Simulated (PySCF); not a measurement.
# C3H6ClGa: NMR shifts at several levels of theory, part 1 of 2

How much do the NMR shifts of C3H6ClGa (`[Cl][GaH][CH]1CC1`) depend on the level of theory, and what does each level cost?

Computed with PySCF 2.14.0, with density-fitted response routines of our own, on a single molecule in the gas phase. Atoms are numbered from 0 throughout.

1 further run of the same task is left out (for a known fault of the program). Runs told in other sessions of the task aren't counted.

**1. Starting geometry**

11 atoms, charge 0, multiplicity 1; geometry from: PBE0-D3(BJ)/def2-SVP.

Bonds of the start (Å): Cl0–Ga1 2.17, Ga1–C2 1.93, C2–C3 1.52, C3–C4 1.48, C4–C2 1.52, Ga1–H5 1.56, C2–H6 1.09, C3–H7 1.09, C3–H8 1.09, C4–H9 1.09, C4–H10 1.09.

**2. NMR shieldings: PBE0/pcSseg-2**

What the job is given:

```
{"job": {"kind": "nmr", "xc": "PBE0", "basis": "pcSseg-2", "pop": false}, "charge": 0, "multiplicity": 1}
Cl     2.814369    -0.350574     0.321274
Ga     1.302370     1.055774     0.990850
C     -0.451212     0.487416     0.415422
C     -0.738417    -1.000263     0.319847
C     -0.586138    -0.208690    -0.927320
H      1.838795     2.270577     1.805687
H     -1.301873     1.112055     0.706945
H     -1.738931    -1.333600     0.609059
H      0.063268    -1.699192     0.577559
H     -1.479489     0.016670    -1.516350
H      0.318262    -0.367830    -1.522593
```

With the program's defaults for keys left out, this is: GIAO PBE0/pcSseg-2 NMR shielding, non-relativistic, gas phase.

Run with:

```console
> OMP_NUM_THREADS=1 python probes_run.py task.json out
```

This one command runs all jobs of the session in turn.

The program printed:

```text
coarse grid: 44104 points
cycle   1  E = -2502.4485171622  dE = -8.135e-02  |g| = 1.177e+00  |ddm| = 2.329e+00
cycle   2  E = -2502.3178795258  dE =  1.306e-01  |g| = 1.648e+00  |ddm| = 1.061e+00
cycle   3  E = -2502.5608570052  dE = -2.430e-01  |g| = 8.846e-02  |ddm| = 6.501e-01
cycle   4  E = -2502.5615776736  dE = -7.207e-04  |g| = 2.024e-02  |ddm| = 6.498e-02
cycle   5  E = -2502.5616636962  dE = -8.602e-05  |g| = 4.736e-03  |ddm| = 2.281e-02
cycle   6  E = -2502.5616674930  dE = -3.797e-06  |g| = 1.293e-03  |ddm| = 4.256e-03
final grid: 90896 points
cycle   7  E = -2502.5616414716  dE =  4.734e-08  |g| = 1.527e-03  |ddm| = 3.644e-03
cycle   8  E = -2502.5616410300  dE =  4.416e-07  |g| = 2.033e-03  |ddm| = 2.471e-03
cycle   9  E = -2502.5616419919  dE = -9.619e-07  |g| = 1.626e-04  |ddm| = 1.435e-03
cycle  10  E = -2502.5616419980  dE = -6.125e-09  |g| = 1.726e-05  |ddm| = 1.427e-04
cycle  11  E = -2502.5616419980  dE = -5.821e-11  |g| = 3.870e-06  |ddm| = 1.831e-05
converged SCF energy = -2502.5616419980

GIAO shielding tensors (ppm)
atom      isotropic    diamagn.    paramagn.     s11        s22        s33       span
  0 Cl     903.123    1149.253    -246.130    630.950    955.870   1122.550    491.599
  1 Ga    1224.384    2639.097   -1414.713    957.520   1231.013   1484.619    527.099
  2 C      179.980     246.277     -66.297    129.844    180.315    229.780     99.936
  3 C      180.444     247.714     -67.269    151.915    173.446    215.972     64.057
  4 C      180.467     247.493     -67.026    151.895    173.562    215.944     64.049
  5 H       24.932      27.268      -2.336     18.932     18.966     36.898     17.966
  6 H       31.134      29.969       1.165     23.667     27.209     42.526     18.859
  7 H       30.499      29.063       1.436     24.244     25.763     41.490     17.246
  8 H       30.402      30.751      -0.349     23.135     29.553     38.519     15.384
  9 H       30.503      29.274       1.229     24.248     25.760     41.501     17.252
 10 H       30.434      30.962      -0.529     23.213     29.560     38.528     15.316
```

Wall time 38 s (1 thread of Arm Neoverse V1, shared host); peak memory 1.2 GiB.

The references, computed at this level on geometries of the same kind, shield at (ppm): 1H TMS 31.25, 13C TMS 184.1, 71Ga GaH4- 1718, 35Cl HCl 941. Their shielding less the atom's gives the shift. The references are single molecules in the gas phase. Shifts against hydride references such as AlH4− lie on their own scale. Atoms listed in one row are averaged.

| atoms | environment | σ (ppm) | δ (ppm) |
| --- | --- | --- | --- |
| C2 | three-membered-ring carbon | 180.0 | 4.1 |
| C3, C4 | three-membered-ring carbon | 180.5 | 3.7 |
| H5 | hydrogen on a Ga bonded to C, Cl | 24.93 | 6.31 |
| H8, H10 | hydrogen on a three-membered-ring carbon | 30.42 | 0.83 |
| H7, H9 | hydrogen on a three-membered-ring carbon | 30.50 | 0.74 |
| H6 | hydrogen on a three-membered-ring carbon | 31.13 | 0.11 |
| Cl0 | chlorine bonded to Ga | 903 | 38 |
| Ga1 | Ga bonded to C, Cl, H | 1224 | 493 |

Ring of atoms C2, C3, C4: NICS(0) -44.6, NICS(1) -9.1, NICS(1)zz -27.4 ppm (means of both faces). The ring holds saturated atoms, so no π current runs round it: these values come from its σ bonds, any local π bonds and neighbouring rings, and say nothing of aromaticity.

In rings of three or four atoms NICS is ruled by the nearby σ bonds, so it says little on aromaticity.

**3. NMR shieldings: mPW1PW91/pcSseg-2**

Same as in step 2 but for these lines:

```diff
@@ -1,2 +1,2 @@
-{"job": {"kind": "nmr", "xc": "PBE0", "basis": "pcSseg-2", "pop": false}, "charge": 0, "multiplicity": 1}
+{"job": {"kind": "nmr", "xc": "mPW1PW91", "basis": "pcSseg-2", "pop": false}, "charge": 0, "multiplicity": 1}
 Cl     2.814369    -0.350574     0.321274
```

With the program's defaults for keys left out, this is: GIAO mPW1PW91/pcSseg-2 NMR shielding, non-relativistic, gas phase.

The program printed:

```text
coarse grid: 44104 points
cycle   1  E = -2503.1533583557  dE = -7.957e-02  |g| = 1.163e+00  |ddm| = 2.320e+00
cycle   2  E = -2503.0239099143  dE =  1.294e-01  |g| = 1.632e+00  |ddm| = 1.063e+00
cycle   3  E = -2503.2651263495  dE = -2.412e-01  |g| = 8.832e-02  |ddm| = 6.494e-01
cycle   4  E = -2503.2658256338  dE = -6.993e-04  |g| = 2.152e-02  |ddm| = 6.499e-02
cycle   5  E = -2503.2659202841  dE = -9.465e-05  |g| = 4.854e-03  |ddm| = 2.310e-02
cycle   6  E = -2503.2659242407  dE = -3.957e-06  |g| = 1.558e-03  |ddm| = 4.272e-03
final grid: 90896 points
cycle   7  E = -2503.2658748091  dE =  2.158e-07  |g| = 1.940e-03  |ddm| = 4.044e-03
cycle   8  E = -2503.2658739808  dE =  8.284e-07  |g| = 2.656e-03  |ddm| = 3.198e-03
cycle   9  E = -2503.2658756832  dE = -1.702e-06  |g| = 1.826e-04  |ddm| = 1.876e-03
cycle  10  E = -2503.2658756903  dE = -7.084e-09  |g| = 1.958e-05  |ddm| = 1.560e-04
cycle  11  E = -2503.2658756904  dE = -6.685e-11  |g| = 5.210e-06  |ddm| = 1.929e-05
converged SCF energy = -2503.2658756904

GIAO shielding tensors (ppm)
atom      isotropic    diamagn.    paramagn.     s11        s22        s33       span
  0 Cl     901.712    1149.520    -247.809    629.375    956.289   1119.471    490.096
  1 Ga    1219.990    2639.561   -1419.570    953.068   1227.098   1479.803    526.735
  2 C      179.046     245.921     -66.875    128.799    179.255    229.085    100.286
  3 C      179.583     247.979     -68.395    150.999    172.686    215.065     64.066
  4 C      179.607     247.765     -68.158    150.982    172.802    215.037     64.055
  5 H       24.988      27.314      -2.326     18.993     19.023     36.947     17.954
  6 H       31.182      29.948       1.234     23.746     27.295     42.504     18.758
  7 H       30.549      29.078       1.471     24.326     25.851     41.470     17.143
  8 H       30.441      30.783      -0.342     23.200     29.625     38.499     15.299
  9 H       30.553      29.294       1.258     24.330     25.848     41.480     17.149
 10 H       30.473      30.999      -0.527     23.278     29.632     38.509     15.231
```

Run time: 39 s. Hardware: 1 thread of Arm Neoverse V1, shared host; peak memory 1.2 GiB.

This run: δ C2 4.5, C3 3.9, Cl0 36, Ga1 491, H5 6.31, H8 0.84 ppm (means over like atoms).

**4. Shielding tensors: WP04/pcSseg-2**

Same as in step 3 but for these lines:

```diff
@@ -1,2 +1,2 @@
-{"job": {"kind": "nmr", "xc": "mPW1PW91", "basis": "pcSseg-2", "pop": false}, "charge": 0, "multiplicity": 1}
+{"job": {"kind": "nmr", "xc": "WP04", "basis": "pcSseg-2", "pop": false}, "charge": 0, "multiplicity": 1}
 Cl     2.814369    -0.350574     0.321274
```

Level: GIAO WP04/pcSseg-2 NMR shielding, non-relativistic, gas phase.

The program printed:

```text
coarse grid: 44104 points
cycle   1  E = -2520.8960808049  dE = -1.376e-01  |g| = 8.063e-01  |ddm| = 2.294e+00
cycle   2  E = -2520.6926122944  dE =  2.035e-01  |g| = 1.210e+00  |ddm| = 1.436e+00
cycle   3  E = -2521.0293952585  dE = -3.368e-01  |g| = 1.610e-01  |ddm| = 9.229e-01
cycle   4  E = -2521.0324296252  dE = -3.034e-03  |g| = 7.340e-02  |ddm| = 1.183e-01
cycle   5  E = -2521.0329496593  dE = -5.200e-04  |g| = 1.280e-02  |ddm| = 4.085e-02
cycle   6  E = -2521.0329842140  dE = -3.455e-05  |g| = 3.713e-03  |ddm| = 1.258e-02
cycle   7  E = -2521.0329864685  dE = -2.255e-06  |g| = 9.567e-04  |ddm| = 3.343e-03
final grid: 90896 points
cycle   8  E = -2521.0329185124  dE = -1.357e-07  |g| = 1.264e-03  |ddm| = 4.675e-03
cycle   9  E = -2521.0329181452  dE =  3.672e-07  |g| = 1.761e-03  |ddm| = 2.296e-03
cycle  10  E = -2521.0329189127  dE = -7.675e-07  |g| = 9.013e-05  |ddm| = 1.316e-03
cycle  11  E = -2521.0329189146  dE = -1.906e-09  |g| = 2.592e-05  |ddm| = 8.997e-05
cycle  12  E = -2521.0329189148  dE = -1.110e-10  |g| = 4.937e-06  |ddm| = 2.083e-05
converged SCF energy = -2521.0329189148

GIAO shielding tensors (ppm)
atom      isotropic    diamagn.    paramagn.     s11        s22        s33       span
  0 Cl     897.097    1153.832    -256.734    639.696    980.113   1071.483    431.787
  1 Ga    1256.194    2644.893   -1388.700   1018.022   1245.957   1504.602    486.581
  2 C      165.422     246.410     -80.988    114.640    163.126    218.500    103.860
  3 C      166.007     247.581     -81.574    135.898    159.440    202.683     66.784
  4 C      166.026     247.519     -81.493    135.883    159.545    202.651     66.768
  5 H       25.970      27.968      -1.998     20.016     20.130     37.765     17.749
  6 H       31.520      30.485       1.035     24.573     28.041     41.948     17.375
  7 H       30.856      29.596       1.260     25.031     26.650     40.887     15.856
  8 H       30.714      31.474      -0.760     23.882     30.249     38.012     14.131
  9 H       30.859      29.878       0.982     25.035     26.646     40.897     15.861
 10 H       30.744      31.770      -1.026     23.956     30.257     38.020     14.065
```

Run time: 39 s. Hardware: 1 thread of Arm Neoverse V1, shared host; peak memory 1.2 GiB.

In short: δ C2 6.7, C3 6.1, Cl0 3, Ga1 410, H5 5.64, H8 0.88 ppm (means over like atoms).

**5. NMR shieldings: B97-2/pcSseg-2**

Same as in step 4 but for these lines:

```diff
@@ -1,2 +1,2 @@
-{"job": {"kind": "nmr", "xc": "WP04", "basis": "pcSseg-2", "pop": false}, "charge": 0, "multiplicity": 1}
+{"job": {"kind": "nmr", "xc": "B97-2", "basis": "pcSseg-2", "pop": false}, "charge": 0, "multiplicity": 1}
 Cl     2.814369    -0.350574     0.321274
```

With the program's defaults for keys left out, this is: GIAO B97-2/pcSseg-2 NMR shielding, non-relativistic, gas phase.

The program printed:

```text
coarse grid: 44104 points
cycle   1  E = -2503.5003938767  dE = -1.100e-01  |g| = 1.030e+00  |ddm| = 2.322e+00
cycle   2  E = -2503.3766869324  dE =  1.237e-01  |g| = 1.465e+00  |ddm| = 1.058e+00
cycle   3  E = -2503.5996185907  dE = -2.229e-01  |g| = 9.730e-02  |ddm| = 6.554e-01
cycle   4  E = -2503.6004842792  dE = -8.657e-04  |g| = 2.650e-02  |ddm| = 7.106e-02
cycle   5  E = -2503.6006218886  dE = -1.376e-04  |g| = 5.009e-03  |ddm| = 2.594e-02
cycle   6  E = -2503.6006263642  dE = -4.476e-06  |g| = 1.817e-03  |ddm| = 4.742e-03
final grid: 90896 points
cycle   7  E = -2503.6005733959  dE =  3.718e-07  |g| = 2.357e-03  |ddm| = 4.620e-03
cycle   8  E = -2503.6005721627  dE =  1.233e-06  |g| = 3.240e-03  |ddm| = 3.941e-03
cycle   9  E = -2503.6005746557  dE = -2.493e-06  |g| = 2.462e-04  |ddm| = 2.302e-03
cycle  10  E = -2503.6005746687  dE = -1.305e-08  |g| = 2.516e-05  |ddm| = 2.019e-04
cycle  11  E = -2503.6005746689  dE = -1.100e-10  |g| = 6.384e-06  |ddm| = 2.391e-05
converged SCF energy = -2503.6005746689

GIAO shielding tensors (ppm)
atom      isotropic    diamagn.    paramagn.     s11        s22        s33       span
  0 Cl     905.024    1149.956    -244.932    639.700    961.239   1114.132    474.432
  1 Ga    1235.071    2640.356   -1405.285    973.419   1236.875   1494.919    521.500
  2 C      179.123     246.666     -67.543    129.908    178.522    228.940     99.031
  3 C      179.417     248.072     -68.655    151.142    172.146    214.964     63.822
  4 C      179.436     247.968     -68.532    151.122    172.255    214.933     63.811
  5 H       25.109      27.464      -2.354     19.132     19.161     37.036     17.904
  6 H       31.265      30.088       1.177     23.881     27.398     42.516     18.635
  7 H       30.618      29.054       1.564     24.426     25.980     41.447     17.021
  8 H       30.510      30.918      -0.408     23.306     29.729     38.495     15.189
  9 H       30.621      29.310       1.311     24.430     25.976     41.457     17.027
 10 H       30.541      31.174      -0.632     23.383     29.737     38.504     15.121
```

Run time: 38 s. Hardware: 1 thread of Arm Neoverse V1, shared host; peak memory 1.2 GiB.

This run: δ C2 4.3, C3 4.0, Cl0 32, Ga1 478, H5 6.25, H8 0.83 ppm (means over like atoms).

**6. Shielding tensors: BHandHLYP/pcSseg-2**

Same as in step 5 but for these lines:

```diff
@@ -1,2 +1,2 @@
-{"job": {"kind": "nmr", "xc": "B97-2", "basis": "pcSseg-2", "pop": false}, "charge": 0, "multiplicity": 1}
+{"job": {"kind": "nmr", "xc": "BHandHLYP", "basis": "pcSseg-2", "pop": false}, "charge": 0, "multiplicity": 1}
 Cl     2.814369    -0.350574     0.321274
```

With the program's defaults for keys left out, this is: GIAO BHandHLYP/pcSseg-2 NMR shielding, non-relativistic, gas phase.

The program printed:

```text
coarse grid: 44104 points
cycle   1  E = -2502.9193469437  dE =  1.405e-02  |g| = 9.418e-01  |ddm| = 2.267e+00
cycle   2  E = -2502.9062343816  dE =  1.311e-02  |g| = 1.086e+00  |ddm| = 8.021e-01
cycle   3  E = -2502.9986003350  dE = -9.237e-02  |g| = 7.078e-02  |ddm| = 3.787e-01
cycle   4  E = -2502.9989219398  dE = -3.216e-04  |g| = 2.669e-02  |ddm| = 4.852e-02
cycle   5  E = -2502.9990784381  dE = -1.565e-04  |g| = 3.282e-03  |ddm| = 2.376e-02
cycle   6  E = -2502.9990813053  dE = -2.867e-06  |g| = 1.389e-03  |ddm| = 4.494e-03
final grid: 90896 points
cycle   7  E = -2502.9990499030  dE = -8.912e-08  |g| = 1.412e-03  |ddm| = 2.660e-03
cycle   8  E = -2502.9990498534  dE =  4.958e-08  |g| = 1.529e-03  |ddm| = 1.990e-03
cycle   9  E = -2502.9990503502  dE = -4.968e-07  |g| = 9.030e-05  |ddm| = 9.879e-04
cycle  10  E = -2502.9990503514  dE = -1.191e-09  |g| = 1.550e-05  |ddm| = 5.714e-05
cycle  11  E = -2502.9990503515  dE = -5.548e-11  |g| = 9.004e-06  |ddm| = 2.219e-05
converged SCF energy = -2502.9990503515

GIAO shielding tensors (ppm)
atom      isotropic    diamagn.    paramagn.     s11        s22        s33       span
  0 Cl     929.257    1149.632    -220.374    675.647    977.318   1134.806    459.159
  1 Ga    1284.207    2638.548   -1354.342   1015.395   1281.670   1555.555    540.161
  2 C      183.873     244.898     -61.025    134.066    182.830    234.724    100.658
  3 C      182.234     245.073     -62.839    153.310    174.002    219.390     66.079
  4 C      182.261     244.817     -62.556    153.299    174.112    219.372     66.073
  5 H       25.475      27.376      -1.902     19.334     19.625     37.465     18.131
  6 H       31.581      30.251       1.330     23.982     27.507     43.253     19.271
  7 H       30.722      29.283       1.438     24.405     25.916     41.844     17.439
  8 H       30.671      30.742      -0.071     23.310     29.749     38.954     15.644
  9 H       30.726      29.448       1.278     24.409     25.914     41.854     17.445
 10 H       30.702      30.911      -0.209     23.388     29.754     38.963     15.576
```

It took 38 s on 1 thread of Arm Neoverse V1, shared host; peak memory 1.2 GiB.

In short: δ C3 2.0, C2 0.4, Cl0 6, Ga1 461, H5 5.97, H8 0.76 ppm (means over like atoms).

**7. Shielding tensors: CAM-B3LYP/pcSseg-2**

Same as in step 6 but for these lines:

```diff
@@ -1,2 +1,2 @@
-{"job": {"kind": "nmr", "xc": "BHandHLYP", "basis": "pcSseg-2", "pop": false}, "charge": 0, "multiplicity": 1}
+{"job": {"kind": "nmr", "xc": "CAM-B3LYP", "basis": "pcSseg-2", "pop": false}, "charge": 0, "multiplicity": 1}
 Cl     2.814369    -0.350574     0.321274
```

Method: GIAO CAM-B3LYP/pcSseg-2 NMR shielding, non-relativistic, gas phase.

The program printed:

```text
coarse grid: 44104 points
cycle   1  E = -2503.0758762840  dE =  1.357e-02  |g| = 1.161e+00  |ddm| = 2.266e+00
cycle   2  E = -2503.0198252816  dE =  5.605e-02  |g| = 1.493e+00  |ddm| = 9.142e-01
cycle   3  E = -2503.1796432285  dE = -1.598e-01  |g| = 8.525e-02  |ddm| = 4.675e-01
cycle   4  E = -2503.1800460559  dE = -4.028e-04  |g| = 3.438e-02  |ddm| = 5.855e-02
cycle   5  E = -2503.1803004448  dE = -2.544e-04  |g| = 3.559e-03  |ddm| = 2.799e-02
cycle   6  E = -2503.1803041558  dE = -3.711e-06  |g| = 1.982e-03  |ddm| = 5.928e-03
final grid: 90896 points
cycle   7  E = -2503.1802592853  dE = -6.792e-08  |g| = 2.183e-03  |ddm| = 3.430e-03
cycle   8  E = -2503.1802590420  dE =  2.433e-07  |g| = 2.558e-03  |ddm| = 3.041e-03
cycle   9  E = -2503.1802602855  dE = -1.243e-06  |g| = 2.187e-04  |ddm| = 1.528e-03
cycle  10  E = -2503.1802602902  dE = -4.707e-09  |g| = 2.782e-05  |ddm| = 9.389e-05
cycle  11  E = -2503.1802602904  dE = -1.692e-10  |g| = 1.696e-05  |ddm| = 3.958e-05
converged SCF energy = -2503.1802602904

GIAO shielding tensors (ppm)
atom      isotropic    diamagn.    paramagn.     s11        s22        s33       span
  0 Cl     898.816    1149.444    -250.629    617.847    953.244   1125.355    507.508
  1 Ga    1185.498    2638.638   -1453.140    889.311   1215.016   1452.167    562.856
  2 C      178.916     243.697     -64.781    127.665    179.152    229.930    102.265
  3 C      179.715     244.387     -64.672    150.645    172.479    216.021     65.376
  4 C      179.746     244.067     -64.321    150.634    172.596    216.007     65.373
  5 H       25.066      27.085      -2.019     19.053     19.177     36.969     17.917
  6 H       31.249      30.243       1.006     23.838     27.384     42.526     18.688
  7 H       30.573      29.479       1.094     24.368     25.852     41.500     17.132
  8 H       30.494      30.611      -0.117     23.288     29.644     38.549     15.261
  9 H       30.578      29.600       0.978     24.372     25.849     41.511     17.139
 10 H       30.525      30.740      -0.215     23.365     29.651     38.558     15.192
```

Wall time 55 s (1 thread of Arm Neoverse V1, shared host); peak memory 1.5 GiB.

In short: δ C2 3.6, C3 2.8, Cl0 36, Ga1 520, H5 6.27, H8 0.83 ppm (means over like atoms).

**8. NMR shieldings: wB97X-D/pcSseg-2**

Same as in step 7 but for these lines:

```diff
@@ -1,2 +1,2 @@
-{"job": {"kind": "nmr", "xc": "CAM-B3LYP", "basis": "pcSseg-2", "pop": false}, "charge": 0, "multiplicity": 1}
+{"job": {"kind": "nmr", "xc": "wB97X-D", "basis": "pcSseg-2", "pop": false}, "charge": 0, "multiplicity": 1}
 Cl     2.814369    -0.350574     0.321274
```

Method: GIAO wB97X-D/pcSseg-2 NMR shielding, non-relativistic, gas phase.

The program printed:

```text
coarse grid: 44104 points
cycle   1  E = -2503.0410578083  dE =  2.722e-02  |g| = 1.094e+00  |ddm| = 2.263e+00
cycle   2  E = -2503.0142995536  dE =  2.676e-02  |g| = 1.335e+00  |ddm| = 8.530e-01
cycle   3  E = -2503.1362736639  dE = -1.220e-01  |g| = 9.163e-02  |ddm| = 3.999e-01
cycle   4  E = -2503.1369106332  dE = -6.370e-04  |g| = 3.375e-02  |ddm| = 6.762e-02
cycle   5  E = -2503.1371460162  dE = -2.354e-04  |g| = 3.934e-03  |ddm| = 2.831e-02
cycle   6  E = -2503.1371536068  dE = -7.591e-06  |g| = 1.824e-03  |ddm| = 8.978e-03
final grid: 90896 points
cycle   7  E = -2503.1365816506  dE = -4.585e-06  |g| = 1.563e-03  |ddm| = 5.461e-03
cycle   8  E = -2503.1365817579  dE = -1.074e-07  |g| = 1.429e-03  |ddm| = 1.995e-03
cycle   9  E = -2503.1365822351  dE = -4.772e-07  |g| = 1.111e-04  |ddm| = 9.302e-04
cycle  10  E = -2503.1365822385  dE = -3.390e-09  |g| = 6.438e-05  |ddm| = 1.556e-04
cycle  11  E = -2503.1365822392  dE = -7.321e-10  |g| = 2.163e-05  |ddm| = 6.031e-05
converged SCF energy = -2503.1365822392

GIAO shielding tensors (ppm)
atom      isotropic    diamagn.    paramagn.     s11        s22        s33       span
  0 Cl     904.488    1149.458    -244.970    631.759    959.427   1122.278    490.519
  1 Ga    1201.213    2639.374   -1438.160    911.373   1227.100   1465.167    553.794
  2 C      180.725     245.554     -64.829    130.758    181.253    230.163     99.405
  3 C      180.499     247.464     -66.965    152.008    173.654    215.834     63.826
  4 C      180.529     247.188     -66.659    152.007    173.768    215.812     63.806
  5 H       25.118      27.274      -2.156     19.102     19.217     37.034     17.932
  6 H       31.286      30.168       1.118     23.830     27.371     42.658     18.827
  7 H       30.606      29.256       1.350     24.391     25.863     41.565     17.174
  8 H       30.513      30.895      -0.382     23.278     29.648     38.612     15.335
  9 H       30.610      29.439       1.171     24.394     25.860     41.576     17.182
 10 H       30.544      31.082      -0.539     23.354     29.653     38.623     15.269
```

It took 52 s on 1 thread of Arm Neoverse V1, shared host; peak memory 1.3 GiB.

Key values: δ C3 3.9, C2 3.7, Cl0 31, Ga1 511, H5 6.24, H8 0.83 ppm (means over like atoms).

(Continued in part 2 of 2.)
